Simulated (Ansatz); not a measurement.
**CH₅ClSn: up Jacob's ladder to CCSD(T)**

Aim: compute CH₅ClSn with functionals from several rungs and with coupled cluster, and see how far each lands from CCSD(T) at the basis-set limit for the atomisation energy.

The runs use Ansatz 0.2.0, Gaussian basis; functionals in def2-TZVPP, the program's frozen cores in correlated methods.

The runs, in order: LDA (SPW92), PBE-D4, revPBE-D4, BLYP-D4, r2SCAN-D4, B97M-V, PBE0-D4, B3LYP-D4, r2SCANh-D4, r2SCAN0-D4, HSE06-D4, BHLYP-D4, CAM-B3LYP-D4, LC-ωPBE, ωB97X-V, ωB97M-V, B2PLYP, PBE-QIDH; CCSD(T)/def2-SVP; CCSD(T)/def2-TZVPP; MP2/def2-QZVPP; extrapolation to the limit; RPA on PBE.

## (1) Structure used throughout

All runs share one geometry, relaxed beforehand with PBE0-D4 in a triple-zeta def2 set. Sn takes the def2 core potential; no spin-orbit term is included.

SMILES `Cl[CH2][SnH3]`, 8 atoms, charge 0, spin multiplicity 1.

Atoms are counted from 1 here; the program's logs count them from 0.

Bond lengths: Cl1–C2 1.782 Å, C2–Sn3 2.158 Å, C2–H4 1.089 Å, C2–H5 1.089 Å, Sn3–H6 1.703 Å, Sn3–H7 1.710 Å, Sn3–H8 1.703 Å. Angles: Cl1–C2–Sn3 110.6°, Cl1–C2–H4 107.6°, Cl1–C2–H5 107.6°, Sn3–C2–H4 111.0°, Sn3–C2–H5 111.0°, H4–C2–H5 108.9°, C2–Sn3–H6 108.4°, C2–Sn3–H7 108.8°, C2–Sn3–H8 108.4°, H6–Sn3–H7 110.2°, H6–Sn3–H8 110.7°, H7–Sn3–H8 110.2°.

## (2) LDA

This LDA is Slater exchange with PW92 correlation.

in.yaml reads:

```yaml
crystal:
  periodic: [false, false, false]
  atoms:
    - {symbol: Cl, position_ang: [-2.283564, 0.187866, -0.466503]}
    - {symbol: C, position_ang: [-0.560930, 0.287240, -0.910511]}
    - {symbol: Sn, position_ang: [0.687041, -0.261906, 0.761952]}
    - {symbol: H, position_ang: [-0.360246, 1.309189, -1.227461]}
    - {symbol: H, position_ang: [-0.398458, -0.381489, -1.754026]}
    - {symbol: H, position_ang: [0.369080, 0.812110, 2.044736]}
    - {symbol: H, position_ang: [2.325894, -0.147825, 0.287639]}
    - {symbol: H, position_ang: [0.313283, -1.862284, 1.208376]}
basis:
  gaussian: {orbitals: def2-TZVPP}
hamiltonian: {xc: lda}
output: {orbitals: {seedname: orbitals}}
```

Launch:

```sh
$ ansatz run in.yaml --threads 2 --pin off --events-out ev --progress --plain --max-ram 4352MiB
```

Further steps of the session: PBE-D4 (GGA); revPBE-D4 (GGA); BLYP-D4 (GGA); r2SCAN-D4 (meta-GGA); B97M-V (meta-GGA); B3LYP-D4 (hybrid); r2SCANh-D4 (hybrid); r2SCAN0-D4 (hybrid); HSE06-D4 (hybrid); BHLYP-D4 (hybrid); CAM-B3LYP-D4 (range-separated); LC-ωPBE (range-separated); ωB97X-V (range-separated); ωB97M-V (range-separated); B2PLYP (double hybrid); PBE-QIDH (double hybrid); CCSD(T) in def2-SVP; CCSD(T) in def2-TZVPP; MP2 in def2-QZVPP; RPA on PBE orbitals.

**Question.** What will the summary of the whole plan be? Wanted: atomisation energy, CCSD(T)/CBS; farthest beyond LDA; mean size of error, GGA; mean size of error, meta-GGA; mean size of error, hybrid; mean size of error, range-separated; mean size of error, double hybrid; gap, smallest and largest; T1 diagnostic.

The runs gave:

| quantity | value |
| --- | --- |
| atomisation energy, CCSD(T)/CBS | 2258.8 kJ/mol |
| functionals within 22.6 kJ/mol (1.0 %) | PBE-D4, r2SCAN-D4, B97M-V, CAM-B3LYP-D4, ωB97X-V, ωB97M-V |
| farthest beyond LDA | BHLYP-D4 (-73.0 kJ/mol) |
| mean size of error, GGA | 37.4 kJ/mol |
| mean size of error, meta-GGA | 19.4 kJ/mol |
| mean size of error, hybrid | 38.3 kJ/mol |
| mean size of error, range-separated | 17.6 kJ/mol |
| mean size of error, double hybrid | 47.6 kJ/mol |
| gap, smallest and largest | 5.35 eV (BLYP-D4), 12.12 eV (LC-ωPBE) |
| T1 diagnostic | 0.0118 |
| triples share of the correlation energy | 3.4 % |

What this shows: LDA overbinds by 297.1 kJ/mol (13 %). PBE-D4 misses by -6.9 kJ/mol. Double hybrids carry the basis error of their MP2 part in triple zeta, and no dispersion term here, so their miss is partly the set-up's. The rungs range-separated, meta-GGA miss on average by less than the doubt on the reference (22.6 kJ/mol), so they tie. Misses under about 22.6 kJ/mol are within the doubt on the reference itself, which lacks core-valence correlation, spin-orbit coupling and higher excitations, and its outer-core shells are covered unevenly. All levels share the lack of spin-orbit coupling, which lowers the free heavy atoms and so the true binding. Hartree-Fock recovers 71 % of the binding; the rest is correlation. CCSD(T) in def2-SVP is off by -162.1 kJ/mol, which most functionals beat. The gap grows from 5.4 to 12.1 eV across the functionals, mostly with the share of exact exchange. Correlated methods include outer-core shells of Sn, which these sets cover unevenly.
